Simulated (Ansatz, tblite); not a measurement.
# The cluster H₂WO₄: competing shapes

The task here is to estimate one member of a computed series from the others.

Method: relaxed with PBE-D4/def2-SVP, singlet; program: Ansatz 0.2.0, Gaussian basis.

### The starting structure

7 atoms, charge 0, spin multiplicity 1.

Atoms are counted from 1 here; the program's logs count them from 0.

Bond lengths: W1–O2 1.829 Å, W1–O3 1.687 Å, W1–O4 1.820 Å, W1–O5 1.767 Å, W1–H6 1.656 Å, O2–O4 1.413 Å, O5–H7 0.956 Å. Angles: O2–W1–O3 121.4°, O2–W1–O4 45.6°, O2–W1–O5 127.4°, O2–W1–H6 83.4°, O3–W1–O4 108.9°, O3–W1–O5 110.3°, O3–W1–H6 99.4°, O4–W1–O5 110.1°, O4–W1–H6 128.9°, O5–W1–H6 98.0°, W1–O2–O4 66.9°, W1–O4–O2 67.5°, W1–O5–H7 165.4°.

W takes a core potential in the def2 sets. No spin-orbit coupling is included.

A search from random starts with GFN1-xTB found 10 distinct shapes; 3 go on here. The structure above is candidate A, which lies 0.00 eV above the lowest at that level; B lies 0.96 eV above the lowest at that level; C lies 4.56 eV above the lowest at that level.

The first run:

File in.yaml:

```yaml
crystal:
  periodic: [false, false, false]
  atoms:
    - {symbol: W, position_ang: [0.233620, -0.153820, 0.103890]}
    - {symbol: O, position_ang: [1.481470, 1.141790, 0.433100]}
    - {symbol: O, position_ang: [0.439950, -1.734530, 0.655610]}
    - {symbol: O, position_ang: [0.543520, 0.995640, 1.480080]}
    - {symbol: O, position_ang: [-1.406400, 0.069540, -0.515000]}
    - {symbol: H, position_ang: [1.016520, -0.269960, -1.350780]}
    - {symbol: H, position_ang: [-2.308690, -0.048670, -0.806890]}
basis:
  gaussian: {orbitals: def2-SVP}
hamiltonian: {xc: pbe, dispersion: d4}
scf: {omitted_lower_state_checks: [starts]}
output: {orbitals: {seedname: orbitals}}
relax: {f_tol: 0.02, max_steps: 100}
```

Started as:

```sh
ansatz run in.yaml --threads 4 --pin off --events-out ev --progress --plain --max-ram 3916MiB
```

Steps of the session up to this table: Relaxing candidate A; Relaxing candidate B; Relaxing candidate C; Candidate B, PBE0-D4/def2-TZVP; Candidate B, PBE-D4/def2-TZVP; Candidate B, r2SCAN-D4/def2-TZVP; Candidate B, PBE-QIDH/def2-TZVP; Candidate B, CAM-B3LYP-D4/def2-TZVP; Candidate B, CCSD(T)/def2-TZVP; Candidate C, PBE0-D4/def2-TZVP; Candidate C, PBE-D4/def2-TZVP; Candidate C, r2SCAN-D4/def2-TZVP; Candidate C, PBE-QIDH/def2-TZVP; Candidate C, CAM-B3LYP-D4/def2-TZVP; Candidate C, CCSD(T)/def2-TZVP.

One of the session's tables, all rows but one given; the rest of the session is left out.

| method | C above A (kJ/mol) |
| --- | --- |
| GFN1-xTB | 471.3 |
| GFN2-xTB | 168.3 |
| HF/def2-TZVP | 495.8 |
| PBE-D4/def2-TZVP | 432.3 |
| r2SCAN-D4/def2-TZVP | 452.7 |
| PBE0-D4/def2-TZVP | 461.0 |
| CAM-B3LYP-D4/def2-TZVP | 466.9 |
| PBE-QIDH/def2-TZVP | 490.8 |
| MP2/def2-TZVP | ? |
| CCSD/def2-TZVP | 473.6 |
| CCSD(T)/def2-TZVP | 463.3 |

Estimate the missing values for MP2/def2-TZVP.

As computed: C above A (kJ/mol): 520.0. In the column «C above A (kJ/mol)» it is the highest.

Among the levels timed on like hardware and quicker than the yardstick, those that no quicker one beats, quickest first: GFN1-xTB (0.006 s, +8.0 kJ/mol); PBE0-D4/def2-TZVP (4.2 s, -2.2 kJ/mol).

Times add the two runs; a level without a time comes out of a correlated run.

Limits of these values: CCSD(T)/def2-TZVP isn't at the basis-set limit; small misses against it rank nothing. The search was small, so a lower isomer may exist. Only singlets are compared; another spin may lie lower and prefer another shape.
